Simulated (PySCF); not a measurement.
# RuO3: a ladder of methods

How much do the numbers for RuO3 (singlet) hang on the method? All levels run at one geometry, the PBE0 minimum.

Method: several methods, basis Ru def2-SVP with ECP28, O def2-SVP, scalar-relativistic core potentials, no spin–orbit coupling, density fitting; program: PySCF 2.14.0.

## 1. The system as given

4 atoms, charge 0, spin multiplicity 1.

Bond lengths: Ru1–O2 1.661 Å, Ru1–O3 1.661 Å, Ru1–O4 1.661 Å. Angles: O2–Ru1–O3 120.0°, O2–Ru1–O4 120.0°, O3–Ru1–O4 120.0°.

Z-matrix (Å, degrees; charge 0 multiplicity 1):
```
Ru
O  1 1.6611
O  1 1.6611 2 120.00
O  1 1.6611 2 120.00 3 180.00
```

## 2. Fields at the lowest minimum

The plane holds Ru1 at (0.00, 0.00), O2 at (1.66, 0.00), O3 at (-0.83, 1.44), O4 at (-0.83, -1.44) Å. Columns run from x = -2.85 to 4.05 Å, rows from y = 3.75 (top) to -3.45 Å, in steps of 0.3 Å. Electrons inside core potentials are absent.

Density (cut at 5 e/Å³):

Ten steps from '0' (0.000 e/Å³) to '9' (5.000 e/Å³), finer at the low end (step k begins (100^(k/10) - 1)/99 of the way up):
```
000000000000000000000000
000000000000000000000000
000000000000000000000000
000000110000000000000000
000011222100000000000000
000124554310000000000000
000246887531000000000000
001258999642100000000000
001258999742211110000000
001247998754333332100000
000135777886446654210000
000123579999778986310000
000012489779889997420000
000012489779889997420000
000123579999778986310000
000135777886446654210000
001247998754333332100000
001258999742211110000000
001258999642100000000000
000246887531000000000000
000124554310000000000000
000011222100000000000000
000000110000000000000000
000000000000000000000000
000000000000000000000000
```

ELF (0 where the density is under 0.005 e/Å³):

Ten even steps from '0' (0.00) to '9' (0.91):
```
000000000000000000000000
000000000000000000000000
000000110000000000000000
000012333210000000000000
000235666531000000000000
001468999752000000000000
003589999973000000000000
013699519973000111000000
014799198841013443200000
003689978411026776420000
002478863464148998631000
000233237898369999852000
000001169009476469852000
000001169009476469852000
000233237898369999852000
002478863464148998631000
003689978411026776420000
014799198841013443200000
013699519973000111000000
003589999973000000000000
001468999752000000000000
000235666531000000000000
000012333210000000000000
000000110000000000000000
000000000000000000000000
```

Highest occupied orbital at -8.85 eV (sign arbitrary; one member if degenerate):

Ten even steps from '0' (-0.52 Å^-3/2) to '9' (0.67 Å^-3/2):
```
444444444444444444444444
444444444444444444444444
444444444444444444444444
444444444444444444444444
444444444444444444444444
444445555444444444444444
444456665444444444444444
444456874444444444444444
444445502344444444444444
444444312344444444444444
444443334665443444444444
444444457998533455544444
444444469669531486544444
444444469669531486544444
444444457998533455544444
444443334665443444444444
444444312344444444444444
444445502344444444444444
444456874444444444444444
444456665444444444444444
444445555444444444444444
444444444444444444444444
444444444444444444444444
444444444444444444444444
444444444444444444444444
```

Making the fields needed 0.8 s of wall time on 2 threads of Arm Neoverse V2, shared host.

## 3. PBE0

One driver script runs all steps and calls PySCF; scf.py shows the equivalent input of each level. Each SCF starts from the density of the minimum. The driver also runs the species with one electron less or more at the same geometry; their logs are not shown.

The input, scf.py:

```python
from pyscf import gto, scf, dft
mol = gto.M(atom='''
Ru    -0.000000    -0.000000    -0.000000
O      0.000556    -0.000000     1.661148
O      1.438318    -0.000000    -0.831055
O     -1.438874     0.000000    -0.830093''',
    basis={'Ru': 'def2-SVP', 'O': 'def2-SVP'},
    ecp={'Ru': 'def2-SVP'},
    charge=0, spin=0)
mf = dft.RKS(mol, xc='PBE0')
mf.grids.atom_grid = (75, 302)
aux = {'Ru': 'def2-universal-JKFIT', 'O': 'def2-universal-JKFIT'}
mf = mf.density_fit(auxbasis=aux)
mf.conv_tol = 1e-08
mf.diis_space = 10
mf.max_cycle = 60
mf.verbose = 4
mf.kernel()
```

Run with:

```console
OMP_NUM_THREADS=2 python axn.py task.json out
```

Output:

```text
init E= -320.058357411441
  HOMO = -0.325190371983908  LUMO = -0.18444032568294  gap/eV = 3.83000
cycle= 1 E= -320.058357396723  delta_E= 1.47e-08  |g|= 0.000286  |ddm|= 0.000216
  HOMO = -0.325147912512961  LUMO = -0.184422062011072  gap/eV = 3.82935
cycle= 2 E= -320.058357167772  delta_E= 2.29e-07  |g|= 0.00113  |ddm|= 0.000854
  HOMO = -0.325181201307785  LUMO = -0.184430580237845  gap/eV = 3.83002
cycle= 3 E= -320.058357412366  delta_E= -2.45e-07  |g|= 2.13e-05  |ddm|= 0.000683
  HOMO = -0.325181703446134  LUMO = -0.184430553608502  gap/eV = 3.83003
cycle= 4 E= -320.058357412456  delta_E= -8.95e-11  |g|= 1.34e-07  |ddm|= 1.31e-05
  HOMO = -0.32518165555177  LUMO = -0.184430501631585  gap/eV = 3.83003
Extra cycle  E= -320.058357412453  delta_E= 2.67e-12  |g|= 2.71e-07  |ddm|= 3.42e-07
converged SCF energy = -320.058357412453
```

This level, with the species of one electron less or more, took 2.7 s.

* energy: -320.058357 Eh
* one electron less (charge +1): -319.646047 Eh (doublet, ⟨S²⟩ 0.76)
* one electron more (charge -1): -320.154004 Eh (doublet, ⟨S²⟩ 0.79)
* Mulliken charge of Ru1: +1.03 e

## 4. HF

scf.py, as its differences from that of step 3:

```diff
@@ -10,2 +10 @@
-mf = dft.RKS(mol, xc='PBE0')
-mf.grids.atom_grid = (75, 302)
+mf = scf.RHF(mol)
```

Output:

```text
init E= -318.207926053593
  HOMO = -0.439312238004934  LUMO = -0.0185385389382878  gap/eV = 11.44984
cycle= 1 E= -318.230022292914  delta_E= -0.0221  |g|= 0.27  |ddm|= 0.48
  HOMO = -0.508287027807216  LUMO = -0.0885807691079984  gap/eV = 11.42079
cycle= 2 E= -318.212169161973  delta_E= 0.0179  |g|= 0.421  |ddm|= 0.527
  HOMO = -0.489426528039721  LUMO = -0.0550748823665632  gap/eV = 11.81931
cycle= 3 E= -318.245405417131  delta_E= -0.0332  |g|= 0.0329  |ddm|= 0.293
  HOMO = -0.487400569182752  LUMO = -0.047661038933061  gap/eV = 11.96592
cycle= 4 E= -318.245874011139  delta_E= -0.000469  |g|= 0.0113  |ddm|= 0.0443
  HOMO = -0.490222315775545  LUMO = -0.0488047322246611  gap/eV = 12.01158
cycle= 5 E= -318.245985522866  delta_E= -0.000112  |g|= 0.00504  |ddm|= 0.0318
  HOMO = -0.489406429777282  LUMO = -0.0483013239486535  gap/eV = 12.00308
cycle= 6 E= -318.246005965666  delta_E= -2.04e-05  |g|= 0.00172  |ddm|= 0.0127
  HOMO = -0.489109197993338  LUMO = -0.0481462057032528  gap/eV = 11.99921
cycle= 7 E= -318.246009252008  delta_E= -3.29e-06  |g|= 0.000355  |ddm|= 0.00597
  HOMO = -0.489072815514864  LUMO = -0.0481823549290302  gap/eV = 11.99724
cycle= 8 E= -318.246009420612  delta_E= -1.69e-07  |g|= 0.000255  |ddm|= 0.00134
  HOMO = -0.489071883717429  LUMO = -0.0481757156972929  gap/eV = 11.99740
cycle= 9 E= -318.24600944534  delta_E= -2.47e-08  |g|= 0.000125  |ddm|= 0.000308
  HOMO = -0.489077147461144  LUMO = -0.0481676609480271  gap/eV = 11.99776
cycle= 10 E= -318.246009462246  delta_E= -1.69e-08  |g|= 3.5e-05  |ddm|= 0.000405
  HOMO = -0.489083180991099  LUMO = -0.0481701881850272  gap/eV = 11.99785
cycle= 11 E= -318.246009464254  delta_E= -2.01e-09  |g|= 5.87e-06  |ddm|= 0.000184
  HOMO = -0.489082611472796  LUMO = -0.0481694466551845  gap/eV = 11.99786
Extra cycle  E= -318.246009464281  delta_E= -2.69e-11  |g|= 3.15e-06  |ddm|= 1.51e-05
converged SCF energy = -318.246009464281
```

This level, with the species of one electron less or more, took 1.7 s.

```
energy                        : -318.246009 Eh
one electron less (charge +1) : -317.828639 Eh (doublet, ⟨S²⟩ 0.80)
one electron more (charge -1) : -318.386506 Eh (doublet, ⟨S²⟩ 1.37)
Mulliken charge of Ru1        : +1.45 e
```

## 5. PBE

scf.py, as its differences from that of step 4:

```diff
@@ -10 +10,2 @@
-mf = scf.RHF(mol)
+mf = dft.RKS(mol, xc='PBE')
+mf.grids.atom_grid = (75, 302)
```

Output:

```text
init E= -320.18120980278
  HOMO = -0.271243719120029  LUMO = -0.222459582941173  gap/eV = 1.32748
cycle= 1 E= -320.173866785702  delta_E= 0.00734  |g|= 0.246  |ddm|= 0.28
  HOMO = -0.213560292338403  LUMO = -0.174909646487348  gap/eV = 1.05174
cycle= 2 E= -319.862411660987  delta_E= 0.311  |g|= 1.28  |ddm|= 0.91
  HOMO = -0.258025353048154  LUMO = -0.208704411449085  gap/eV = 1.34209
cycle= 3 E= -320.185368693955  delta_E= -0.323  |g|= 0.0359  |ddm|= 0.759
  HOMO = -0.262484434081006  LUMO = -0.214662803081824  gap/eV = 1.30129
cycle= 4 E= -320.185589464174  delta_E= -0.000221  |g|= 0.0141  |ddm|= 0.0413
  HOMO = -0.261263817932889  LUMO = -0.213492398776974  gap/eV = 1.29993
cycle= 5 E= -320.185628386352  delta_E= -3.89e-05  |g|= 0.00371  |ddm|= 0.011
  HOMO = -0.26125638548184  LUMO = -0.213465362802801  gap/eV = 1.30046
cycle= 6 E= -320.185629962103  delta_E= -1.58e-06  |g|= 0.00245  |ddm|= 0.00376
  HOMO = -0.2612575114244  LUMO = -0.213425160329909  gap/eV = 1.30158
cycle= 7 E= -320.185631170477  delta_E= -1.21e-06  |g|= 0.000196  |ddm|= 0.00154
  HOMO = -0.261250976266513  LUMO = -0.21342112924368  gap/eV = 1.30152
cycle= 8 E= -320.185631177731  delta_E= -7.25e-09  |g|= 2.49e-05  |ddm|= 0.000103
  HOMO = -0.261246589059947  LUMO = -0.213418723824694  gap/eV = 1.30146
Extra cycle  E= -320.185631174247  delta_E= 3.48e-09  |g|= 0.000139  |ddm|= 9.25e-05
converged SCF energy = -320.185631174247
```

This level, with the species of one electron less or more, took 27 s.

| Item | Value |
| --- | --- |
| energy | -320.185631 Eh |
| one electron less (charge +1) | -319.789605 Eh (doublet, ⟨S²⟩ 0.75) |
| one electron more (charge -1) | -320.259825 Eh (doublet, ⟨S²⟩ 0.76) |
| Mulliken charge of Ru1 | +0.87 e |

## 6. B3LYP

scf.py, as its differences from that of step 5:

```diff
@@ -10 +10 @@
-mf = dft.RKS(mol, xc='PBE')
+mf = dft.RKS(mol, xc='B3LYP')
```

Output:

```text
init E= -320.350885259023
  HOMO = -0.315323937439487  LUMO = -0.192812030507542  gap/eV = 3.33372
cycle= 1 E= -320.351039626368  delta_E= -0.000154  |g|= 0.0619  |ddm|= 0.105
  HOMO = -0.317445955186766  LUMO = -0.190208114562275  gap/eV = 3.46232
cycle= 2 E= -320.343018067279  delta_E= 0.00802  |g|= 0.219  |ddm|= 0.15
  HOMO = -0.310807336145903  LUMO = -0.186654477879148  gap/eV = 3.37837
cycle= 3 E= -320.351572149604  delta_E= -0.00855  |g|= 0.0263  |ddm|= 0.134
  HOMO = -0.314015655536913  LUMO = -0.190255661852794  gap/eV = 3.36768
cycle= 4 E= -320.351723915541  delta_E= -0.000152  |g|= 0.000957  |ddm|= 0.0242
  HOMO = -0.31397917278165  LUMO = -0.190242187892039  gap/eV = 3.36705
cycle= 5 E= -320.351724017164  delta_E= -1.02e-07  |g|= 0.000598  |ddm|= 0.000797
  HOMO = -0.313977541933536  LUMO = -0.190230739774607  gap/eV = 3.36732
cycle= 6 E= -320.351724087841  delta_E= -7.07e-08  |g|= 8.71e-05  |ddm|= 0.00043
  HOMO = -0.313977032598341  LUMO = -0.190230431150364  gap/eV = 3.36732
cycle= 7 E= -320.351724089432  delta_E= -1.59e-09  |g|= 4.92e-06  |ddm|= 6.42e-05
  HOMO = -0.313977418733106  LUMO = -0.19023116097102  gap/eV = 3.36731
Extra cycle  E= -320.351724089437  delta_E= -4.89e-12  |g|= 5.8e-06  |ddm|= 1.1e-05
converged SCF energy = -320.351724089437
```

This level, with the species of one electron less or more, needed 4.4 s of wall time on 2 threads of Arm Neoverse V2, shared host.

```
energy                        : -320.351724 Eh
one electron less (charge +1) : -319.938802 Eh (doublet, ⟨S²⟩ 0.76)
one electron more (charge -1) : -320.442972 Eh (doublet, ⟨S²⟩ 0.78)
Mulliken charge of Ru1        : +0.98 e
```

## 7. r2SCAN

scf.py, as its differences from that of step 6:

```diff
@@ -10,2 +10,2 @@
-mf = dft.RKS(mol, xc='B3LYP')
-mf.grids.atom_grid = (75, 302)
+mf = dft.RKS(mol, xc='R2SCAN')
+mf.grids.atom_grid = (90, 434)
```

Output:

```text
init E= -320.286131116322
  HOMO = -0.284469937597308  LUMO = -0.224468635116599  gap/eV = 1.63272
cycle= 1 E= -320.28574677256  delta_E= 0.000384  |g|= 0.107  |ddm|= 0.146
  HOMO = -0.257010021414619  LUMO = -0.200870496034256  gap/eV = 1.52763
cycle= 2 E= -320.233112369024  delta_E= 0.0526  |g|= 0.532  |ddm|= 0.387
  HOMO = -0.27579703916085  LUMO = -0.214853378959759  gap/eV = 1.65836
cycle= 3 E= -320.287949332558  delta_E= -0.0548  |g|= 0.0204  |ddm|= 0.313
  HOMO = -0.278417791435785  LUMO = -0.21827937040089  gap/eV = 1.63645
cycle= 4 E= -320.288034780456  delta_E= -8.54e-05  |g|= 0.00281  |ddm|= 0.0215
  HOMO = -0.278209693282573  LUMO = -0.218115514062782  gap/eV = 1.63525
cycle= 5 E= -320.288036375763  delta_E= -1.6e-06  |g|= 0.000223  |ddm|= 0.00184
  HOMO = -0.278203018219909  LUMO = -0.218108746271788  gap/eV = 1.63525
cycle= 6 E= -320.288036382489  delta_E= -6.73e-09  |g|= 0.000113  |ddm|= 0.000156
  HOMO = -0.278202787001572  LUMO = -0.218107008639625  gap/eV = 1.63529
cycle= 7 E= -320.288036384968  delta_E= -2.48e-09  |g|= 2.96e-05  |ddm|= 9.1e-05
  HOMO = -0.278200241982933  LUMO = -0.218107188205775  gap/eV = 1.63522
Extra cycle  E= -320.288036379324  delta_E= 5.64e-09  |g|= 0.000167  |ddm|= 0.000128
converged SCF energy = -320.288036379324
```

This level, with the species of one electron less or more, took 14 s.

- energy: -320.288036 Eh
- one electron less (charge +1): -319.884675 Eh (doublet, ⟨S²⟩ 0.76)
- one electron more (charge -1): -320.373817 Eh (doublet, ⟨S²⟩ 0.77)
- Mulliken charge of Ru1: +1.00 e

## 8. TPSSh

scf.py, as its differences from that of step 7:

```diff
@@ -10 +10 @@
-mf = dft.RKS(mol, xc='R2SCAN')
+mf = dft.RKS(mol, xc='TPSSH')
```

Output:

```text
init E= -320.308498458926
  HOMO = -0.295255438021734  LUMO = -0.203095531357568  gap/eV = 2.50780
cycle= 1 E= -320.309343119101  delta_E= -0.000845  |g|= 0.0226  |ddm|= 0.0902
  HOMO = -0.288610198533259  LUMO = -0.195350381688134  gap/eV = 2.53773
cycle= 2 E= -320.30930651594  delta_E= 3.66e-05  |g|= 0.0257  |ddm|= 0.0518
  HOMO = -0.292794237833974  LUMO = -0.19984559984068  gap/eV = 2.52926
cycle= 3 E= -320.309326405731  delta_E= -1.99e-05  |g|= 0.0266  |ddm|= 0.0353
  HOMO = -0.292190843941135  LUMO = -0.199574790370183  gap/eV = 2.52021
cycle= 4 E= -320.309457383175  delta_E= -0.000131  |g|= 0.000321  |ddm|= 0.0147
  HOMO = -0.292165522762037  LUMO = -0.199573276303882  gap/eV = 2.51956
cycle= 5 E= -320.309457225594  delta_E= 1.58e-07  |g|= 0.000947  |ddm|= 0.000832
  HOMO = -0.29216736990282  LUMO = -0.199558994881405  gap/eV = 2.52000
cycle= 6 E= -320.309457408611  delta_E= -1.83e-07  |g|= 8.73e-05  |ddm|= 0.000643
  HOMO = -0.292167005538857  LUMO = -0.199558493852898  gap/eV = 2.52001
cycle= 7 E= -320.309457410083  delta_E= -1.47e-09  |g|= 2.88e-06  |ddm|= 5.6e-05
  HOMO = -0.292166758517151  LUMO = -0.199558414908287  gap/eV = 2.52000
Extra cycle  E= -320.309457410082  delta_E= 7.39e-13  |g|= 3.27e-06  |ddm|= 3.75e-06
converged SCF energy = -320.309457410082
```

This level, with the species of one electron less or more, took 13 s.

```
energy                        : -320.309457 Eh
one electron less (charge +1) : -319.905494 Eh (doublet, ⟨S²⟩ 0.76)
one electron more (charge -1) : -320.393682 Eh (doublet, ⟨S²⟩ 0.78)
Mulliken charge of Ru1        : +1.00 e
```

## 9. MN15

scf.py, as its differences from that of step 8:

```diff
@@ -10 +10 @@
-mf = dft.RKS(mol, xc='TPSSH')
+mf = dft.RKS(mol, xc='MN15')
```

Output:

```text
init E= -319.888595366418
  HOMO = -0.348199280052203  LUMO = -0.152841122131417  gap/eV = 5.31597
cycle= 1 E= -319.886458046979  delta_E= 0.00214  |g|= 0.209  |ddm|= 0.269
  HOMO = -0.384227647251834  LUMO = -0.180032324835785  gap/eV = 5.55644
cycle= 2 E= -319.804549413305  delta_E= 0.0819  |g|= 0.706  |ddm|= 0.539
  HOMO = -0.357182217043942  LUMO = -0.160695177040818  gap/eV = 5.34668
cycle= 3 E= -319.894447486402  delta_E= -0.0899  |g|= 0.00374  |ddm|= 0.413
  HOMO = -0.356605263144786  LUMO = -0.159565127915656  gap/eV = 5.36174
cycle= 4 E= -319.894452952081  delta_E= -5.47e-06  |g|= 0.00203  |ddm|= 0.00722
  HOMO = -0.35699132390155  LUMO = -0.160022563712576  gap/eV = 5.35979
cycle= 5 E= -319.894454090242  delta_E= -1.14e-06  |g|= 0.000885  |ddm|= 0.00307
  HOMO = -0.356913871126409  LUMO = -0.159961777709191  gap/eV = 5.35934
cycle= 6 E= -319.894454133444  delta_E= -4.32e-08  |g|= 0.000976  |ddm|= 0.00125
  HOMO = -0.3569006767076  LUMO = -0.15993086639715  gap/eV = 5.35982
cycle= 7 E= -319.894454315688  delta_E= -1.82e-07  |g|= 0.000232  |ddm|= 0.00072
  HOMO = -0.356899275885315  LUMO = -0.159932393356706  gap/eV = 5.35974
cycle= 8 E= -319.894454330063  delta_E= -1.44e-08  |g|= 1.72e-05  |ddm|= 0.000308
  HOMO = -0.356898365119864  LUMO = -0.159930683834505  gap/eV = 5.35976
cycle= 9 E= -319.894454330185  delta_E= -1.22e-10  |g|= 2.16e-06  |ddm|= 3.14e-05
  HOMO = -0.356898805034241  LUMO = -0.159931021276604  gap/eV = 5.35977
Extra cycle  E= -319.894454330184  delta_E= 1.48e-12  |g|= 3.98e-06  |ddm|= 5.69e-06
converged SCF energy = -319.894454330184
```

This level, with the species of one electron less or more, took 14 s.

* energy: -319.894454 Eh
* one electron less (charge +1): -319.472839 Eh (doublet, ⟨S²⟩ 0.77)
* one electron more (charge -1): -319.987095 Eh (doublet, ⟨S²⟩ 0.79)
* Mulliken charge of Ru1: +0.89 e

## 10. B2PLYP

scf.py, as its differences from that of step 9:

```diff
@@ -10,2 +10,2 @@
-mf = dft.RKS(mol, xc='MN15')
-mf.grids.atom_grid = (90, 434)
+mf = dft.RKS(mol, xc='0.53*HF + 0.47*B88, 0.73*LYP')
+mf.grids.atom_grid = (75, 302)
```

Output:

```text
init E= -319.585556636498
  HOMO = -0.368163593833835  LUMO = -0.122467433197541  gap/eV = 6.68573
cycle= 1 E= -319.583539232818  delta_E= 0.00202  |g|= 0.194  |ddm|= 0.23
  HOMO = -0.412020914329357  LUMO = -0.157838281784099  gap/eV = 6.91666
cycle= 2 E= -319.53693532888  delta_E= 0.0466  |g|= 0.539  |ddm|= 0.462
  HOMO = -0.386951690259409  LUMO = -0.13694988070822  gap/eV = 6.80290
cycle= 3 E= -319.590782204168  delta_E= -0.0538  |g|= 0.01  |ddm|= 0.328
  HOMO = -0.384841527812718  LUMO = -0.133683311956845  gap/eV = 6.83436
cycle= 4 E= -319.59081114726  delta_E= -2.89e-05  |g|= 0.00327  |ddm|= 0.0124
  HOMO = -0.38544872866505  LUMO = -0.134003835333897  gap/eV = 6.84216
cycle= 5 E= -319.590817216183  delta_E= -6.07e-06  |g|= 0.000798  |ddm|= 0.00803
  HOMO = -0.385363505231975  LUMO = -0.133980476391611  gap/eV = 6.84048
cycle= 6 E= -319.59081753684  delta_E= -3.21e-07  |g|= 0.000357  |ddm|= 0.00176
  HOMO = -0.385350612293134  LUMO = -0.133972889628011  gap/eV = 6.84034
cycle= 7 E= -319.590817555214  delta_E= -1.84e-08  |g|= 0.000243  |ddm|= 0.000334
  HOMO = -0.385329623352046  LUMO = -0.133958148140203  gap/eV = 6.84017
cycle= 8 E= -319.590817570572  delta_E= -1.54e-08  |g|= 1.48e-05  |ddm|= 0.000289
  HOMO = -0.385328402670574  LUMO = -0.133958918200682  gap/eV = 6.84011
cycle= 9 E= -319.590817570729  delta_E= -1.56e-10  |g|= 3.69e-06  |ddm|= 4.62e-05
  HOMO = -0.385329229958362  LUMO = -0.133959948959701  gap/eV = 6.84011
Extra cycle  E= -319.590817570722  delta_E= 6.93e-12  |g|= 8.01e-06  |ddm|= 1.05e-05
converged SCF energy = -319.590817570722
```

This level, with the species of one electron less or more, needed 6.4 s of wall time on 2 threads of Arm Neoverse V2, shared host.

```
energy                        : -320.018602 Eh
one electron less (charge +1) : -319.622649 Eh (doublet, ⟨S²⟩ 0.84)
one electron more (charge -1) : -320.078391 Eh (doublet, ⟨S²⟩ 0.88)
of which 0.27 × MP2-like term : -0.42778 Eh
```

## 11. The ladder

| level | atomisation energy (kJ/mol) | vertical ionisation energy (eV) | vertical electron affinity (eV) | −ε(HOMO) (eV) | gap (eV) | wall time |
| --- | --- | --- | --- | --- | --- | --- |
| PBE0 | 1347 | 11.22 | 2.60 | 8.85 | 3.83 | 2.7 s |
| HF | -34 | 11.36 | 3.82 | 13.31 | 12.00 | 1.7 s |
| PBE | 1703 | 10.78 | 2.02 | 7.11 | 1.30 | 27 s |
| B3LYP | 1404 | 11.24 | 2.48 | 8.54 | 3.37 | 4.4 s |
| r2SCAN | – | 10.98 | 2.33 | 7.57 | 1.64 | 14 s |
| TPSSh | 1426 | 10.99 | 2.29 | 7.95 | 2.52 | 13 s |
| MN15 | – | 11.47 | 2.52 | 9.71 | 5.36 | 14 s |
| B2PLYP | – | 10.77 | 1.63 | – | – | 6.4 s |

Times are for 2 threads of Arm Neoverse V2, shared host; PBE0 starts from its own converged density, so its time is not comparable. A dash stands where a species or a free atom was not run at that level, or the quantity is not defined.

Atomisation goes to high-spin atoms in their ground configurations, run at the same level, without zero-point energy.

## 12. Outcome

| quantity | value |
| --- | --- |
| atomisation energy, range | -34 (HF) to 1703 (PBE) kJ/mol |
| vertical ionisation energy, range | 10.77 (B2PLYP) to 11.47 (MN15) eV |
| vertical electron affinity, range | 1.63 (B2PLYP) to 3.82 (HF) eV |
| orbital gap, range | 1.30 (PBE) to 12.00 (HF) eV |

In words: The atomisation energy spreads over 1737 kJ/mol, from HF to PBE; without a CCSD(T) value for it there is no yardstick here. Spin contamination is strong in at least one of the open-shell species at HF. Without diffuse functions electron affinities tend to come out too low. Whether spin polarisation would lower the closed shell was not checked.
